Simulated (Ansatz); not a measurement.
Molecular dynamics of CaO

Input file:

```yaml
crystal:
  lattice:
    - [6.939546, 0.0, 0.0]
    - [3.469773, 6.009823, 0.0]
    - [0.0, 0.0, 17.249587]
  atoms:
    - { symbol: Ca, position: [0.0, 0.0, 0.0579724] }
    - { symbol: O, position: [0.32386028, 0.83724901, 0.08587858] }
    - { symbol: Ca, position: [-1.0e-08, 0.50000001, 0.0579724] }
    - { symbol: O, position: [0.3523761, 0.32912129, 0.07398292] }
    - { symbol: Ca, position: [0.49999999, 0.0, 0.0579724] }
    - { symbol: O, position: [0.84862152, 0.83920736, 0.02288409] }
    - { symbol: Ca, position: [0.49999999, 0.50000001, 0.0579724] }
    - { symbol: O, position: [0.83598013, 0.33335134, 0.09806905] }
    - { symbol: Ca, position: [0.69802839, 0.63913264, 0.23305748] }
    - { symbol: O, position: [1.05264722, 0.50410014, 0.21248693] }
    - { symbol: Ca, position: [0.68837869, 0.13276158, 0.27983914] }
    - { symbol: O, position: [1.02614632, -0.03488404, 0.24371851] }
    - { symbol: Ca, position: [0.20727272, 0.63028887, 0.26748365] }
    - { symbol: O, position: [0.56154206, 0.47844145, 0.30613014] }
    - { symbol: Ca, position: [0.1647009, 0.14818509, 0.20486886] }
    - { symbol: O, position: [0.50939778, 1.00695678, 0.22208053] }
basis:
  ecutwfc: 420.0
kpoints:
  mp_grid: { grid: [2, 2, 1] }
hamiltonian:
  xc: pbe
scf:
  occupations: { method: fermi_dirac, width: 0.05 }
  lower_state_search: "off"
  max_iter: 61
md:
  timestep: 1
  n_steps: 200
  ensemble: nvt_nose_hoover
  temperature: 1350.0
  initial_velocities: zero
  seed: 171975
  nose_hoover: { tau: 100.0, chain_length: 1 }
  constraints: [{ sites: [0, 2, 4, 6] }]
```

Launched with:

```bash
$ ansatz run input.yaml --threads 2 --pin off --max-ram 5120MiB --backend cpu --events-out ev --progress --plain --runs-dir out
```

It goes on from the last frame of an earlier run, with new velocities.

Output, in part (step lines):

```
md step     0: t =     0.00 fs  T =     0.0 K  F+E_penalty+E_count = -19090.72851668 eV  E_kin = 0.000000 eV  conserved = -19090.72851668 eV  (10 SCF iters)
md step     1: t =     1.00 fs  T =     5.2 K  F+E_penalty+E_count = -19090.73658084 eV  E_kin = 0.008036 eV  conserved = -19090.72854538 eV  (6 SCF iters)
md step     2: t =     2.00 fs  T =    20.4 K  F+E_penalty+E_count = -19090.76031849 eV  E_kin = 0.031697 eV  conserved = -19090.72862892 eV  (7 SCF iters)
md step     3: t =     3.00 fs  T =    44.9 K  F+E_penalty+E_count = -19090.79840481 eV  E_kin = 0.069678 eV  conserved = -19090.72875980 eV  (7 SCF iters)
md step     4: t =     4.00 fs  T =    77.3 K  F+E_penalty+E_count = -19090.84875912 eV  E_kin = 0.119932 eV  conserved = -19090.72892690 eV  (7 SCF iters)
md step     5: t =     5.00 fs  T =   115.9 K  F+E_penalty+E_count = -19090.90871683 eV  E_kin = 0.179833 eV  conserved = -19090.72911668 eV  (3 SCF iters)
md step     6: t =     6.00 fs  T =   158.8 K  F+E_penalty+E_count = -19090.97523721 eV  E_kin = 0.246382 eV  conserved = -19090.72931470 eV  (2 SCF iters)
md step     7: t =     7.00 fs  T =   204.0 K  F+E_penalty+E_count = -19091.04512134 eV  E_kin = 0.316423 eV  conserved = -19090.72950792 eV  (3 SCF iters)
[... lines left out ...]
md step   199: t =   199.00 fs  T =   820.6 K  F+E_penalty+E_count = -19089.11068143 eV  E_kin = 1.272832 eV  conserved = -19090.72729655 eV  (3 SCF iters)
md step   200: t =   200.00 fs  T =   841.5 K  F+E_penalty+E_count = -19089.12753011 eV  E_kin = 1.305267 eV  conserved = -19090.72725253 eV  (9 SCF iters)
```

The steps, from the saved trajectory:

```csv
time (fs),T (K),potential energy less start (eV),conserved less start (meV/atom)
0.0,0,0.000,0.00
6.0,159,-0.247,-0.05
12.0,400,-0.617,-0.10
18.0,445,-0.676,-0.08
24.0,341,-0.502,-0.04
30.0,304,-0.433,-0.03
36.0,426,-0.605,-0.05
42.0,582,-0.820,-0.07
48.0,650,-0.885,-0.06
54.0,666,-0.865,-0.04
60.0,759,-0.959,-0.03
66.0,971,-1.221,-0.05
72.0,1181,-1.459,-0.08
78.0,1262,-1.483,-0.07
84.0,1219,-1.311,-0.05
90.0,1116,-1.053,-0.04
96.0,997,-0.776,-0.04
102.0,881,-0.513,-0.03
108.0,809,-0.322,-0.02
114.0,823,-0.266,-0.02
120.0,921,-0.329,-0.03
126.0,1054,-0.432,-0.03
132.0,1197,-0.533,-0.03
138.0,1359,-0.644,-0.03
144.0,1499,-0.704,-0.05
150.0,1531,-0.590,-0.04
156.0,1460,-0.319,-0.01
162.0,1418,-0.102,-0.01
168.0,1428,0.030,-0.02
174.0,1409,0.209,-0.02
180.0,1336,0.465,-0.02
186.0,1172,0.852,-0.01
192.0,938,1.327,0.02
198.0,812,1.617,0.07
```

The run went to its last step. The conserved energy stayed within 0.1 meV per atom of its start (net change 0.079 meV per atom), so the integration is sound. The mean temperature of the second half is 12 % below the set value. A run of 0.2 ps of so small a system gives no equilibrium averages. Limits of this set-up: thin slab, slab without dipole correction.

Mean squared displacements from the first frame to the last: Ca 0.30 Å², O 0.54 Å².

Last frame:

```xyz
16
Lattice="6.9395 0.0000 0.0000 3.4698 6.0098 0.0000 0.0000 0.0000 17.2496" Properties=species:S:1:pos:R:3
Ca 0.000 0.000 1.000
O 5.152 4.998 1.512
Ca 1.735 3.005 1.000
O 3.276 1.909 0.553
Ca 3.470 0.000 1.000
O 8.682 4.928 -0.232
Ca 5.205 3.005 1.000
O 6.802 1.866 1.461
Ca 7.207 4.223 3.475
O 9.112 3.028 3.666
Ca 5.408 1.486 4.465
O 7.155 0.310 5.107
Ca 3.557 4.244 4.693
O 5.563 3.503 4.096
Ca 1.898 1.160 4.499
O 7.243 6.168 4.322
```

Run time: 13 min on 2 threads of Arm Neoverse V1, with other jobs on the host, peak memory 1.1 GiB.
